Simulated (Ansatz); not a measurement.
**SnF₂ (SMILES [F][Sn][F]): single points off equilibrium**

One table from this session's results is given with a row withheld; the runs are named, their logs left out.

The runs use Ansatz 0.2.0, Gaussian basis; single points in def2-TZVPP.

Cores are frozen in the correlated methods. Filled d shells of the heavier atoms are correlated. Core potentials replace the inner electrons past krypton, and spin-orbit coupling is left out.

## The starting structure

SMILES `[F][Sn][F]`, 3 atoms, charge 0, spin multiplicity 1.

Atoms are counted from 1 here; the program's logs count them from 0.

Bond lengths: F1–Sn2 2.032 Å, Sn2–F3 2.007 Å. Angles: F1–Sn2–F3 104.0°.

As a file:

```
F    -1.43220    0.40370   -0.71840
Sn    0.31520    0.69740    0.27610
F     1.07520   -1.14930    0.47710
```

The first run:

The input, run/in.yaml:

```yaml
crystal:
  periodic: [false, false, false]
  atoms:
    - {symbol: F, position_ang: [-1.432200, 0.403700, -0.718400]}
    - {symbol: Sn, position_ang: [0.315200, 0.697400, 0.276100]}
    - {symbol: F, position_ang: [1.075200, -1.149300, 0.477100]}
basis:
  gaussian: {orbitals: def2-TZVPP}
correlation: {method: ccsd_t}
output: {forces: true}
```

No record of the launch command was kept for these runs.

Among the steps run: CCSD(T)/def2-TZVPP; PBE0-D4/def2-TZVPP; wB97M-V/def2-TZVPP; r2SCAN-D4/def2-TZVPP; PBE-D4/def2-TZVPP; revPBE-D4/def2-TZVPP; B97M-V/def2-TZVPP.

One of the session's tables, all rows but one given; the rest of the session is left out.

```
   method  RMS force component (eV/Å)  angle to CCSD(T) forces (°)  dipole (D)
  CCSD(T)                       0.969                    reference        3.96
  PBE0-D4                       0.870                          0.7        3.94
  wB97M-V                       0.894                          0.9        3.95
r2SCAN-D4                       0.833                          1.9        3.75
   PBE-D4                       0.538                          6.8        3.69
revPBE-D4                       0.444                         10.9        3.66
   B97M-V                           ?                            ?           ?
```

Estimate the missing values for B97M-V.

The run gave: RMS force component (eV/Å): 0.832; angle to CCSD(T) forces (°): 1.0; dipole (D): 3.87. In the column «RMS force component (eV/Å)» it lies between PBE-D4 (0.538) and r2SCAN-D4 (0.833).
